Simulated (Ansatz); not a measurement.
# FH3OSi2: molecular dynamics

The plan is to follow the molecule's vibrations and see whether its bonds hold. The start is relaxed first. Runs: 40 steps of 3 fs under a Nosé-Hoover thermostat at 100 K; 150 steps of 1 fs under a Nosé-Hoover thermostat at 700 K. SMILES of the start: O[Si](F)=[SiH2].

Method: RKS BHLYP/6-31G*, in Ansatz 0.2.0.

### Step 1. The structure to begin with

Bond lengths: O1–Si2 1.628 Å, Si2–F3 1.615 Å, Si2–Si4 2.218 Å, O1–H5 0.949 Å, Si4–H6 1.477 Å, Si4–H7 1.485 Å. Angles: O1–Si2–F3 96.5°, O1–Si2–Si4 119.8°, F3–Si2–Si4 113.3°, Si2–O1–H5 123.4°, Si2–Si4–H6 110.1°, Si2–Si4–H7 107.8°, H6–Si4–H7 99.9°.

Structure file:

```xyz
7

O     0.6439   -1.7083   -0.6947
Si   -0.2466   -0.7412    0.2657
F     0.1737   -1.4332    1.6629
Si    0.0858    1.4515    0.2358
H     0.6298   -1.6600   -1.6427
H    -0.8092    2.1134    1.2059
H    -0.4776    1.9777   -1.0329
```

### Step 2. Preparing the start

Input file input.yaml:

```yaml
crystal:
  periodic: [false, false, false]
  atoms:
    - { symbol: O, position_ang: [0.64393, -1.70829, -0.69471] }
    - { symbol: Si, position_ang: [-0.24658, -0.74116, 0.26571] }
    - { symbol: F, position_ang: [0.17375, -1.43318, 1.66294] }
    - { symbol: Si, position_ang: [0.08585, 1.45151, 0.23578] }
    - { symbol: H, position_ang: [0.62984, -1.65996, -1.64269] }
    - { symbol: H, position_ang: [-0.80922, 2.11336, 1.20585] }
    - { symbol: H, position_ang: [-0.47756, 1.97772, -1.03287] }
basis:
  gaussian: { orbitals: "6-31G*" }
hamiltonian:
  xc: { name: BHLYP }
relax:
  f_tol: 0.02
  max_steps: 40
scf:
  lower_state_search: "off"
```

Launch:

```
$ ansatz run input.yaml --threads 1 --pin off --max-ram 2048MiB --backend cpu --events-out ev --progress --plain --runs-dir out
```

The log of the run, cut to the lines that bear on the results:

```text
Warning: RAYON_NUM_THREADS=1 ignored (pool sized by the plan → 1); use --threads N
[...]
Functional definition: BHLYP
[...]
721 factors; integrals over basis functions are off by at most 5.1e-4 eV
[...]
mean field -20565.40345140 eV, -755.7646371079 hartree, gradient 4.3e-6 eV, S^2 0.000000; 0 other end points of the search recorded, 0 dependent functions left out
[...]
reference -20565.40361000 eV, -755.7646429362 hartree; 24, 24 occupied and 50, 50 virtual orbitals, 721 factors
relax step   1: F+E_penalty+E_count = -20565.40345140 eV  Δ(F+E_penalty+E_count) = +0.000e0 eV  max|allowed force component| = 1.196e0 eV/Å  Δτ_max = 0.0000 Å  (15 SCF iters, accepted)
[...]
relax step   3: F+E_penalty+E_count = -20565.61765744 eV  Δ(F+E_penalty+E_count) = -5.957e-2 eV  max|allowed force component| = 1.257e0 eV/Å  Δτ_max = 0.0578 Å  (21 SCF iters, accepted)
[...]
relax step   5: F+E_penalty+E_count = -20565.67029066 eV  Δ(F+E_penalty+E_count) = +7.532e-3 eV  max|allowed force component| = 9.779e-1 eV/Å  Δτ_max = 0.0617 Å  (20 SCF iters, rejected (line search))
[...]
relax step   7: F+E_penalty+E_count = -20565.69450501 eV  Δ(F+E_penalty+E_count) = -3.472e-3 eV  max|allowed force component| = 1.518e-1 eV/Å  Δτ_max = 0.0392 Å  (21 SCF iters, accepted)
[...]
relax step   9: F+E_penalty+E_count = -20565.69678642 eV  Δ(F+E_penalty+E_count) = -1.357e-3 eV  max|allowed force component| = 4.472e-2 eV/Å  Δτ_max = 0.0176 Å  (15 SCF iters, accepted)
[...]
relax step  10: F+E_penalty+E_count = -20565.69696331 eV  Δ(F+E_penalty+E_count) = -1.769e-4 eV  max|allowed force component| = 2.545e-2 eV/Å  Δτ_max = 0.0057 Å  (14 SCF iters, accepted)
[...]
relax step  11: F+E_penalty+E_count = -20565.69699001 eV  Δ(F+E_penalty+E_count) = -2.671e-5 eV  max|allowed force component| = 1.606e-2 eV/Å  Δτ_max = 0.0015 Å  (14 SCF iters, accepted)
Total energy: -20565.69714673 eV, -755.7754302123 hartree
Atom 0 at     0.505305    -1.727050    -0.742824 Å, force     0.003990    -0.011658    -0.006170 eV/Å
Atom 1 at     0.022368    -0.643574     0.366768 Å, force    -0.005099     0.016065    -0.000473 eV/Å
Atom 2 at     0.082628    -1.465452     1.719623 Å, force     0.000266    -0.006791     0.012950 eV/Å
Atom 3 at     0.214421     1.614463     0.251261 Å, force     0.005718    -0.003293    -0.004803 eV/Å
Atom 4 at     0.530999    -1.455965    -1.660802 Å, force     0.000657     0.003723    -0.004491 eV/Å
Atom 5 at    -0.921506     1.949841     1.162649 Å, force    -0.004824     0.001401     0.004301 eV/Å
Atom 6 at    -0.434204     1.727738    -1.096665 Å, force    -0.000707     0.000552    -0.001313 eV/Å
Dipole moment:    -0.113315    -0.179365    -0.445365 e Å
Checks for a lower state left out: stability, starts, cluster_reference, orbital_swaps, neighbouring_geometries, increment
```

Wall time 15 s (1 thread of Intel Xeon 6975P-C (Granite Rapids), shared host); peak memory 0.15 GiB.

Relaxation path:

```
step  energy from step 1 (eV)  largest force component (eV/Å)
   1                   0.0000                          1.1962
   2                  -0.1546                          1.6168
   3                  -0.2142                          1.2567
   4                  -0.2744                          0.5926
  5x                  -0.2668                          0.9779
   6                  -0.2876                          0.2419
   7                  -0.2911                          0.1518
   8                  -0.2920                          0.0910
   9                  -0.2933                          0.0447
  10                  -0.2935                          0.0255
  11                  -0.2935                          0.0161
```

Step 1 is the start. 1 step was tried and not accepted (marked x).

After: Bond lengths: O1–Si2 1.624 Å, Si2–F3 1.584 Å, Si2–Si4 2.269 Å, O1–H5 0.958 Å, Si4–H6 1.494 Å, Si4–H7 1.500 Å. Angles: O1–Si2–F3 103.1°, O1–Si2–Si4 127.1°, F3–Si2–Si4 123.8°, Si2–O1–H5 118.3°, Si2–Si4–H6 97.4°, Si2–Si4–H7 94.8°, H6–Si4–H7 101.7°.

### Step 3. Run 1

40 steps of 3 fs under a Nosé-Hoover thermostat at 100 K, from the relaxed start.

Input file input.yaml:

```yaml
crystal:
  periodic: [false, false, false]
  atoms:
    - { symbol: O, position_ang: [0.505305, -1.72705, -0.742824] }
    - { symbol: Si, position_ang: [0.022368, -0.643574, 0.366768] }
    - { symbol: F, position_ang: [0.082628, -1.465452, 1.719623] }
    - { symbol: Si, position_ang: [0.214421, 1.614463, 0.251261] }
    - { symbol: H, position_ang: [0.530999, -1.455965, -1.660802] }
    - { symbol: H, position_ang: [-0.921506, 1.949841, 1.162649] }
    - { symbol: H, position_ang: [-0.434204, 1.727738, -1.096665] }
basis:
  gaussian: { orbitals: "6-31G*" }
hamiltonian:
  xc: { name: BHLYP }
md:
  timestep: 3.0
  n_steps: 40
  ensemble: nvt_nose_hoover
  temperature: 100.0
  initial_velocities: maxwell_boltzmann
  seed: 590674
scf:
  lower_state_search: "off"
```

Launch:

```
$ ansatz run input.yaml --threads 1 --pin off --max-ram 2048MiB --backend cpu --events-out ev --progress --plain --runs-dir out
```

The log of the run, cut to the lines that bear on the results:

```text
Warning: RAYON_NUM_THREADS=1 ignored (pool sized by the plan → 1); use --threads N
[...]
[... 1 set-up line as earlier in the session ...]
[...]
724 factors; integrals over basis functions are off by at most 6.7e-4 eV
[...]
mean field -20565.69698977 eV, -755.7754244439 hartree, gradient 3.7e-6 eV, S^2 0.000000; 0 other end points of the search recorded, 0 dependent functions left out
[...]
reference -20565.69714612 eV, -755.7754301896 hartree; 24, 24 occupied and 50, 50 virtual orbitals, 724 factors
md step     0: t =     0.00 fs  T =   100.0 K  F+E_penalty+E_count = -20565.69698977 eV  E_kin = 0.064630 eV  conserved = -20565.63235977 eV  (15 SCF iters)
[...]
md step    10: t =    30.00 fs  T =  1981.1 K  F+E_penalty+E_count = -20560.44444699 eV  E_kin = 1.280358 eV  conserved = -20558.86812785 eV  (33 SCF iters)
[...]
md step    40: t =   120.00 fs  T =   180.1 K  F+E_penalty+E_count = -20551.72629598 eV  E_kin = 0.116367 eV  conserved = -5748.77058984 eV  (35 SCF iters)
Total energy: -20551.72652923 eV, -755.2620194887 hartree
Atom 0 at     1.659999    -3.112805     0.477962 Å, force    -0.807809     1.383487    -0.474613 eV/Å
Atom 1 at     0.144302    -0.888038     0.301864 Å, force     1.121916    -1.189427     0.240059 eV/Å
Atom 2 at     0.011121    -1.264468     1.837465 Å, force    -0.368164     0.437406     0.271343 eV/Å
Atom 3 at     0.181970     1.580661     0.302279 Å, force     0.051060    -0.584235    -0.047839 eV/Å
Atom 4 at   -19.639689    23.677107   -22.854039 Å, force     0.001242    -0.001462     0.001462 eV/Å
Atom 5 at    -0.800917     2.343962     1.110767 Å, force    -0.021075    -0.051017    -0.001833 eV/Å
Atom 6 at     0.143134     2.160277    -1.062051 Å, force     0.022830     0.005248     0.011420 eV/Å
Dipole moment:     0.570336    -0.149025     0.922624 e Å
Checks for a lower state left out: stability, starts, cluster_reference, orbital_swaps, neighbouring_geometries, increment
```

Run time: 60 s. Hardware: 1 thread of Intel Xeon 6975P-C (Granite Rapids), shared host; peak memory 0.15 GiB.

### Step 4. The trajectory

One step in 3; energies are changes from step 0:

```
time (fs)   T (K)  potential energy change (meV/atom)  conserved energy change (meV/atom)
      0.0     100                                 0.0                                0.00
      9.0      50                                48.5                               43.86
     18.0     866                               862.1                              954.82
     27.0     634                               869.6                              950.11
     36.0  470061                             14261.6                           971720.83
     45.0     750                              2105.1                          2116694.29
     54.0      25                              2100.1                          2116694.26
     63.0      28                              2092.1                          2116694.23
     72.0      37                              2083.0                          2116694.22
     81.0      47                              2072.9                          2116694.22
     90.0      60                              2061.5                          2116694.23
     99.0      77                              2047.9                          2116694.26
    108.0     106                              2030.5                          2116694.33
    117.0     155                              2006.3                          2116694.47
    120.0     180                              1995.8                          2116694.54
```

time (fs), T (K) and a bar:
```
      0.0        100 
      6.0         78 
      9.0         50 
     15.0       3957 
     21.0        186 
     27.0        634 
     30.0       1981 
     36.0     470061 ##############################
     42.0       6913 
     48.0        139 
     51.0         42 
     57.0         23 
     63.0         28 
     69.0         34 
     72.0         37 
     78.0         44 
     84.0         51 
     90.0         60 
     93.0         65 
     99.0         77 
    105.0         95 
    111.0        119 
    114.0        136 
    120.0        180
```

Bonds that form or break, judged by distance (formed within 1.15 times the sum of covalent radii and held on average over 12 fs, broken when stretched by half; pairs already stretched at the start don't count as bonds):

```csv
time (fs),bond,event
15.0,O1–H5,breaks
39.0,O1–Si2,breaks
```

On run 1: The run blows up, reaching 470061 K, so it describes no real motion.

### Step 5. Run 2

150 steps of 1 fs under a Nosé-Hoover thermostat at 700 K, from the relaxed start.

input.yaml, as its differences from that of step 3:

```diff
@@ -15,8 +15,9 @@
 md:
-  timestep: 3.0
-  n_steps: 40
+  timestep: 1.0
+  n_steps: 150
   ensemble: nvt_nose_hoover
-  temperature: 100.0
+  temperature: 700.0
   initial_velocities: maxwell_boltzmann
-  seed: 590674
+  seed: 40056
+  nose_hoover: { tau: 300.0, chain_length: 1 }
 scf:
```

Launch:

```
$ ansatz run input.yaml --threads 1 --pin off --max-ram 2048MiB --backend cpu --events-out ev --progress --plain --runs-dir out
```

The log of the run, cut to the lines that bear on the results:

```text
Warning: RAYON_NUM_THREADS=1 ignored (pool sized by the plan → 1); use --threads N
[...]
[... 1 set-up line as earlier in the session ...]
[...]
724 factors; integrals over basis functions are off by at most 6.7e-4 eV
[...]
mean field -20565.69698977 eV, -755.7754244439 hartree, gradient 3.7e-6 eV, S^2 0.000000; 0 other end points of the search recorded, 0 dependent functions left out
[...]
reference -20565.69714612 eV, -755.7754301896 hartree; 24, 24 occupied and 50, 50 virtual orbitals, 724 factors
md step     0: t =     0.00 fs  T =   700.0 K  F+E_penalty+E_count = -20565.69698977 eV  E_kin = 0.452410 eV  conserved = -20565.24457977 eV  (15 SCF iters)
[...]
md step    18: t =    18.00 fs  T =   374.8 K  F+E_penalty+E_count = -20565.47228923 eV  E_kin = 0.242251 eV  conserved = -20565.23039810 eV  (21 SCF iters)
[...]
md step    36: t =    36.00 fs  T =   279.7 K  F+E_penalty+E_count = -20565.40937253 eV  E_kin = 0.180756 eV  conserved = -20565.23014548 eV  (22 SCF iters)
[...]
md step    54: t =    54.00 fs  T =   386.5 K  F+E_penalty+E_count = -20565.48871990 eV  E_kin = 0.249814 eV  conserved = -20565.24241989 eV  (21 SCF iters)
[...]
md step    72: t =    72.00 fs  T =   269.5 K  F+E_penalty+E_count = -20565.39676992 eV  E_kin = 0.174198 eV  conserved = -20565.22916631 eV  (21 SCF iters)
md step    73: t =    73.00 fs  T =   212.2 K  F+E_penalty+E_count = -20565.35808143 eV  E_kin = 0.137154 eV  conserved = -20565.22764701 eV  (21 SCF iters)
md step    74: t =    74.00 fs  T =   288.0 K  F+E_penalty+E_count = -20565.42065709 eV  E_kin = 0.186117 eV  conserved = -20565.24139210 eV  (21 SCF iters)
```

### Step 6. More of the same log: dynamics from the start

Output, continued, cut to the lines that bear on the results:

```text
md step    75: t =    75.00 fs  T =   263.2 K  F+E_penalty+E_count = -20565.40110953 eV  E_kin = 0.170106 eV  conserved = -20565.23800368 eV  (21 SCF iters)
[...]
md step    94: t =    94.00 fs  T =   157.9 K  F+E_penalty+E_count = -20565.31847509 eV  E_kin = 0.102066 eV  conserved = -20565.22773557 eV  (16 SCF iters)
[...]
md step   113: t =   113.00 fs  T =   419.7 K  F+E_penalty+E_count = -20565.49315520 eV  E_kin = 0.271270 eV  conserved = -20565.23818038 eV  (21 SCF iters)
[...]
md step   132: t =   132.00 fs  T =   449.4 K  F+E_penalty+E_count = -20565.50766362 eV  E_kin = 0.290453 eV  conserved = -20565.23933928 eV  (21 SCF iters)
[...]
md step   149: t =   149.00 fs  T =   585.7 K  F+E_penalty+E_count = -20565.59463467 eV  E_kin = 0.378506 eV  conserved = -20565.24368063 eV  (21 SCF iters)
[...]
md step   150: t =   150.00 fs  T =   558.9 K  F+E_penalty+E_count = -20565.56924406 eV  E_kin = 0.361215 eV  conserved = -20565.23619470 eV  (21 SCF iters)
Total energy: -20565.56940225 eV, -755.7707356891 hartree
Atom 0 at     0.456370    -1.755313    -0.746254 Å, force    -0.535013     0.514878    -1.785603 eV/Å
Atom 1 at     0.114615    -0.632829     0.390178 Å, force    -0.323036    -0.318049    -0.285117 eV/Å
Atom 2 at     0.038636    -1.518962     1.711899 Å, force     0.189649     0.355098    -0.176837 eV/Å
Atom 3 at     0.194324     1.669074     0.242856 Å, force     0.117593    -0.243765    -0.389297 eV/Å
Atom 4 at     0.235817    -1.557145    -1.704555 Å, force     0.582243    -0.274635     2.053418 eV/Å
Atom 5 at    -1.046967     1.772114     1.056812 Å, force    -0.201219     0.074202     0.138029 eV/Å
Atom 6 at    -0.417965     1.642833    -1.165113 Å, force     0.169784    -0.107728     0.445408 eV/Å
Dipole moment:    -0.133603    -0.264006    -0.433565 e Å
Checks for a lower state left out: stability, starts, cluster_reference, orbital_swaps, neighbouring_geometries, increment
```

Run time: 3.3 min. Hardware: 1 thread of Intel Xeon 6975P-C (Granite Rapids), shared host; peak memory 0.14 GiB.

### Step 7. What the atoms did

One step in 11; energies are changes from step 0:

```csv
time (fs),T (K),potential energy change (meV/atom),conserved energy change (meV/atom)
0.0,700,0.0,0.00
11.0,141,54.0,2.40
22.0,359,33.1,1.47
33.0,437,24.8,0.37
44.0,223,46.6,2.23
55.0,269,41.0,0.74
66.0,631,7.2,0.07
77.0,126,56.4,2.42
88.0,522,18.1,0.23
99.0,497,20.5,0.01
110.0,196,51.2,2.43
121.0,415,29.4,0.36
132.0,449,27.0,0.75
143.0,134,58.4,2.47
150.0,559,18.2,1.20
```

time (fs), T (K) and a bar:
```
      0.0        700 ##############################
      7.0        221 #####
     13.0        382 #############
     20.0        399 ##############
     26.0        228 #####
     33.0        437 ################
     39.0        249 ######
     46.0        448 #################
     52.0        326 ##########
     59.0        208 ####
     65.0        499 ###################
     72.0        270 #######
     78.0        231 #####
     85.0        466 ##################
     91.0        375 #############
     98.0        361 ############
    104.0        486 ###################
    111.0        323 ##########
    117.0        406 ##############
    124.0        316 ##########
    130.0        399 ##############
    137.0        404 ##############
    143.0        134 
    150.0        559 #######################
```

Maxima of the velocity power spectrum (cm⁻¹, relative height; resolution about 440 cm⁻¹): 950 (100), 4000 (54).

### Step 8. Snapshots as a file

Positions (Å) and forces (eV/Å):

```xyz
7
time_fs=19.0 T=324 dE=0.2595
O     0.535   -1.692   -0.713    0.790   -0.909   -3.561
Si   -0.048   -0.651    0.340    0.285    0.392    1.119
F     0.122   -1.449    1.721   -0.244    0.252   -0.488
Si    0.231    1.595    0.255   -0.353    0.015    1.062
H     0.689   -1.632   -1.721   -0.616    0.146    3.050
H    -0.818    2.007    1.327    0.513   -0.173   -0.843
H    -0.426    1.732   -1.056   -0.375    0.279   -0.339
7
time_fs=38.0 T=376 dE=0.2130
O     0.581   -1.743   -0.741   -0.839    1.244    1.296
Si   -0.079   -0.653    0.365    0.588   -0.732   -1.920
F     0.129   -1.419    1.700    0.025   -0.564    1.290
Si    0.234    1.577    0.256   -0.378    0.842   -0.234
H     0.578   -1.328   -1.596    0.139   -0.103   -0.725
H    -0.745    2.151    1.224    0.125   -0.234    0.284
H    -0.480    2.083   -0.977    0.340   -0.453    0.009
7
time_fs=56.0 T=115 dE=0.4044
O     0.546   -1.673   -0.741    0.119   -1.616    3.501
Si   -0.057   -0.681    0.319    0.011    1.149    2.377
F     0.120   -1.425    1.764   -0.236    0.503   -1.512
Si    0.229    1.596    0.261    0.781   -0.939   -1.180
H     0.642   -1.655   -1.625    0.373    0.300   -4.381
H    -0.653    1.954    1.338   -0.953    0.524    0.497
H    -0.376    1.880   -1.114   -0.094    0.079    0.698
7
time_fs=75.0 T=263 dE=0.2959
O     0.549   -1.766   -0.777   -1.149    2.347    0.110
Si   -0.009   -0.641    0.375    0.539   -0.831   -2.602
F     0.088   -1.406    1.706    0.131   -1.049    1.723
Si    0.229    1.586    0.267   -0.524    0.724   -0.051
H     0.395   -1.331   -1.653    0.408   -0.911    0.923
H    -0.934    2.000    1.121    0.272   -0.182    0.449
H    -0.603    1.770   -0.955    0.322   -0.097   -0.551
7
time_fs=94.0 T=158 dE=0.3785
O     0.458   -1.707   -0.727    1.062   -2.035   -4.413
Si    0.075   -0.641    0.337   -0.751    1.243    2.778
F     0.063   -1.466    1.742    0.059    0.699   -1.301
Si    0.195    1.614    0.256    0.330   -0.296    1.395
H     0.558   -1.665   -1.738   -0.353    0.164    2.920
H    -0.923    1.830    1.301    0.335    0.033   -0.918
H    -0.265    1.698   -1.129   -0.681    0.192   -0.462
7
time_fs=112.0 T=451 dE=0.1786
O     0.427   -1.796   -0.758    0.131    1.486    0.598
Si    0.111   -0.619    0.396   -0.290   -0.839   -2.254
F     0.051   -1.477    1.687    0.034   -0.562    1.198
Si    0.197    1.642    0.259   -0.471    0.571   -0.098
H     0.632   -1.448   -1.639   -0.191   -0.243    0.370
H    -1.126    1.849    0.971    0.401   -0.179    0.294
H    -0.480    1.678   -1.092    0.386   -0.233   -0.108
7
time_fs=131.0 T=337 dE=0.2778
O     0.428   -1.752   -0.733   -0.026   -1.436    3.449
Si    0.113   -0.646    0.368    0.106    0.833    1.169
F     0.045   -1.513    1.712   -0.020    0.285   -0.469
Si    0.197    1.692    0.254    0.615   -0.978   -0.981
H     0.469   -1.614   -1.617    0.183    0.773   -4.057
H    -1.029    1.626    1.049   -0.865    0.166    0.291
H    -0.377    1.387   -1.166    0.007    0.357    0.599
7
time_fs=150.0 T=559 dE=0.1277
O     0.456   -1.755   -0.746   -0.535    0.515   -1.786
Si    0.115   -0.633    0.390   -0.323   -0.318   -0.285
F     0.039   -1.519    1.712    0.190    0.355   -0.177
Si    0.194    1.669    0.243    0.118   -0.244   -0.389
H     0.236   -1.557   -1.705    0.582   -0.275    2.053
H    -1.047    1.772    1.057   -0.201    0.074    0.138
H    -0.418    1.643   -1.165    0.170   -0.108    0.445
```

On run 2: Against a set 700 K the second half averages 356 K with a spread of 118 K; 36 meV/atom has gone into potential energy, and a thermostat that acts over some 300 fs has not made it up in 150 fs. The conserved energy strays from its start by at most 3.27 meV/atom, 10 % of the mean kinetic energy, which is poor: the step of 1 fs is too long for the fastest motion. The bonds all hold.

### Step 9. Outcome

| quantity | value |
| --- | --- |
| relaxation of the start | 9 moves, 0.294 eV lower |
| run 1: length | 40 steps of 3 fs |
| run 1: temperature, first and last step | 100 and 180 K |
| run 1: temperature, second half | mean 73 K, from 25 to 180 K |
| run 1: potential energy, second half | +2056 meV/atom from this run's first step |
| run 1: largest change of the conserved energy | 2116694.54 meV/atom |
| run 1: bonds formed or broken | 2 |
| run 2: length | 150 steps of 1 fs |
| run 2: temperature, first and last step | 700 and 559 K |
| run 2: temperature, second half | mean 356 K, from 119 to 646 K |
| run 2: potential energy, second half | +36 meV/atom from this run's first step |
| run 2: largest change of the conserved energy | 3.27 meV/atom |
| run 2: bonds formed or broken | 0 |

**Reading.** Mean temperatures of the second halves: none that means anything (unstable run), 356 K. Bonds changed in run 1 (an artefact of the unstable or too long step). Averages from a run of 150 fs with 7 atoms are rough. The nuclei move classically, without zero-point motion, which matters most for hydrogen.
